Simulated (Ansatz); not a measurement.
# GeBr₂Cl₂: basis-set convergence

Aim: see how fast density functionals converge with the basis set for GeBr₂Cl₂.

Method: one geometry, several basis sets; program: Ansatz 0.2.0, Gaussian basis.

Levels to be run: PBE0-D4/def2-SVP; ωB97M-V/def2-SVP; PBE0-D4/def2-QZVPP; ωB97M-V/def2-QZVPP; the functionals' def2-TZVPP values are taken from earlier runs.

## (1) Structure used throughout

An earlier PBE0-D4 in a triple-zeta def2 set relaxation fixed the geometry.

5 atoms, charge 0, spin multiplicity 1.

Atoms are counted from 1 here; the program's logs count them from 0.

Bond lengths: Cl1–Ge2 2.122 Å, Ge2–Cl3 2.122 Å, Ge2–Br4 2.273 Å, Ge2–Br5 2.273 Å. Angles: Cl1–Ge2–Cl3 108.6°, Cl1–Ge2–Br4 109.5°, Cl1–Ge2–Br5 109.5°, Cl3–Ge2–Br4 109.5°, Cl3–Ge2–Br5 109.5°, Br4–Ge2–Br5 110.3°.

## (2) PBE0-D4 in def2-SVP

Input file in.yaml:

```yaml
crystal:
  periodic: [false, false, false]
  atoms:
    - {symbol: Cl, position_ang: [-0.626052, -0.239910, 2.028016]}
    - {symbol: Ge, position_ang: [0.010218, -0.014540, 0.016536]}
    - {symbol: Cl, position_ang: [1.691432, -1.267771, -0.306860]}
    - {symbol: Br, position_ang: [-1.672426, -0.627965, -1.383518]}
    - {symbol: Br, position_ang: [0.596828, 2.150187, -0.354164]}
basis:
  gaussian: {orbitals: def2-SVP}
hamiltonian: {xc: pbe0, dispersion: d4}
output: {orbitals: {seedname: orbitals}}
```

On the command line:

```
$ ansatz run in.yaml --threads 4 --pin off --events-out ev --progress --plain --max-ram 11315MiB
```

Further steps of the session: ωB97M-V in def2-SVP; PBE0-D4 in def2-QZVPP; ωB97M-V in def2-QZVPP.

**Question.** What will the summary of the whole plan be? Wanted: PBE0-D4: double and triple zeta above quadruple; ωB97M-V: double and triple zeta above quadruple.

As calculated:

| quantity | value |
| --- | --- |
| PBE0-D4: double and triple zeta above quadruple | 37.64, 4.80 eV |
| ωB97M-V: double and triple zeta above quadruple | 37.21, 4.62 eV |

**Reading.** PBE0-D4 gains 32.84 eV from double to triple zeta, then 4.80 eV more. Total energies overstate the basis error of differences, where much of it tends to cancel.
